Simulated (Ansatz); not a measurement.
# CH6ClNOSi: a ladder of functionals and wavefunction methods

Aim: compute CH6ClNOSi with functionals from several rungs and with coupled cluster, and see how far each lands from CCSD(T) at the basis-set limit for the atomisation energy.

Program: Ansatz 0.2.0, Gaussian basis. Level of theory: functionals in def2-TZVPP, the program's frozen cores in correlated methods. These are calculated values, not measurements.

Levels to be run: LDA (SPW92), PBE-D4, revPBE-D4, BLYP-D4, r2SCAN-D4, B97M-V, PBE0-D4, B3LYP-D4, r2SCANh-D4, r2SCAN0-D4, HSE06-D4, BHLYP-D4, CAM-B3LYP-D4, LC-ωPBE, ωB97X-V, ωB97M-V, B2PLYP, PBE-QIDH; CCSD(T)/def2-SVP; CCSD(T)/def2-TZVPP; MP2/def2-QZVPP; extrapolation to the limit; RPA on PBE.

**1. The relaxed structure**

The geometry comes from an earlier relaxation with PBE0-D4 in a triple-zeta def2 set; it is a stationary point, not always the lowest conformer.

SMILES `CO[SiH](N)Cl`, 11 atoms, charge 0, spin multiplicity 1.

Atoms are counted from 1 here; the program's logs count them from 0.

Bond lengths: C1–O2 1.411 Å, C1–H6 1.094 Å, C1–H7 1.096 Å, C1–H8 1.091 Å, O2–Si3 1.631 Å, Si3–N4 1.690 Å, Si3–Cl5 2.059 Å, Si3–H9 1.479 Å, N4–H10 1.007 Å, N4–H11 1.007 Å. Angles: O2–C1–H6 111.0°, O2–C1–H7 111.5°, O2–C1–H8 108.1°, H6–C1–H7 108.7°, H6–C1–H8 108.9°, H7–C1–H8 108.6°, C1–O2–Si3 124.2°, O2–Si3–N4 112.8°, O2–Si3–Cl5 107.7°, O2–Si3–H9 109.7°, N4–Si3–Cl5 107.9°, N4–Si3–H9 110.0°, Cl5–Si3–H9 108.5°, Si3–N4–H10 120.6°, Si3–N4–H11 121.3°, H10–N4–H11 112.2°.

**2. LDA**

This LDA is Slater exchange with PW92 correlation.

Contents of in.yaml:

```yaml
crystal:
  periodic: [false, false, false]
  atoms:
    - {symbol: C, position_ang: [-1.201376, 1.472205, -0.166385]}
    - {symbol: O, position_ang: [-0.495651, 0.323170, -0.581228]}
    - {symbol: Si, position_ang: [0.460734, -0.566620, 0.395780]}
    - {symbol: N, position_ang: [1.212022, -1.847029, -0.411201]}
    - {symbol: Cl, position_ang: [1.933562, 0.671553, 1.129690]}
    - {symbol: H, position_ang: [-0.513816, 2.282844, 0.093643]}
    - {symbol: H, position_ang: [-1.839264, 1.261906, 0.699714]}
    - {symbol: H, position_ang: [-1.834462, 1.797906, -0.992775]}
    - {symbol: H, position_ang: [-0.330930, -1.080366, 1.534573]}
    - {symbol: H, position_ang: [0.700016, -2.685100, -0.632477]}
    - {symbol: H, position_ang: [1.974566, -1.687568, -1.048733]}
basis:
  gaussian: {orbitals: def2-TZVPP}
hamiltonian: {xc: lda}
output: {orbitals: {seedname: orbitals}}
```

On the command line:

```console
$ ansatz run in.yaml --threads 4 --pin off --events-out ev --progress --plain --max-ram 10444MiB
```

The runs that follow: PBE-D4 (GGA); revPBE-D4 (GGA); BLYP-D4 (GGA); r2SCAN-D4 (meta-GGA); B97M-V (meta-GGA); B3LYP-D4 (hybrid); r2SCANh-D4 (hybrid); r2SCAN0-D4 (hybrid); HSE06-D4 (hybrid); BHLYP-D4 (hybrid); CAM-B3LYP-D4 (range-separated); LC-ωPBE (range-separated); ωB97X-V (range-separated); ωB97M-V (range-separated); B2PLYP (double hybrid); PBE-QIDH (double hybrid); CCSD(T) in def2-SVP; CCSD(T) in def2-TZVPP; MP2 in def2-QZVPP; RPA on PBE orbitals.

Q: Predict the results of all the runs planned. Wanted: atomisation energy, CCSD(T)/CBS; farthest beyond LDA; mean size of error, GGA; mean size of error, meta-GGA; mean size of error, hybrid; mean size of error, range-separated; mean size of error, double hybrid; gap, smallest and largest; T1 diagnostic.

**Answer**, as computed:

| quantity | value |
| --- | --- |
| atomisation energy, CCSD(T)/CBS | 41.878 eV |
| functionals within 0.209 eV (0.5 %) | r2SCAN-D4, B97M-V, B3LYP-D4, CAM-B3LYP-D4, ωB97X-V, ωB97M-V |
| farthest beyond LDA | BHLYP-D4 (-1.309 eV) |
| mean size of error, GGA | 0.423 eV |
| mean size of error, meta-GGA | 0.070 eV |
| mean size of error, hybrid | 0.525 eV |
| mean size of error, range-separated | 0.173 eV |
| mean size of error, double hybrid | 0.557 eV |
| gap, smallest and largest | 6.39 eV (BLYP-D4), 13.87 eV (LC-ωPBE) |
| T1 diagnostic | 0.0102 |
| triples share of the correlation energy | 3.7 % |

**Reading.** The LDA atomisation energy is off by 5.768 eV (14 %): it overbinds. PBE-D4 is off by +0.441 eV. Double hybrids carry the basis error of their MP2 part in triple zeta, and no dispersion term here, so their miss is partly the set-up's. The rungs meta-GGA, range-separated miss on average by less than the doubt on the reference (0.209 eV), so they tie. The reference freezes the cores and leaves out relativity and excitations past (T), so misses under about 0.209 eV can't be ranked. Hartree-Fock recovers 72 % of the binding; the rest is correlation. CCSD(T) in def2-SVP is off by -3.200 eV, so the small basis spoils what the method gains. The gap grows from 6.4 to 13.9 eV across the functionals, mostly with the share of exact exchange.
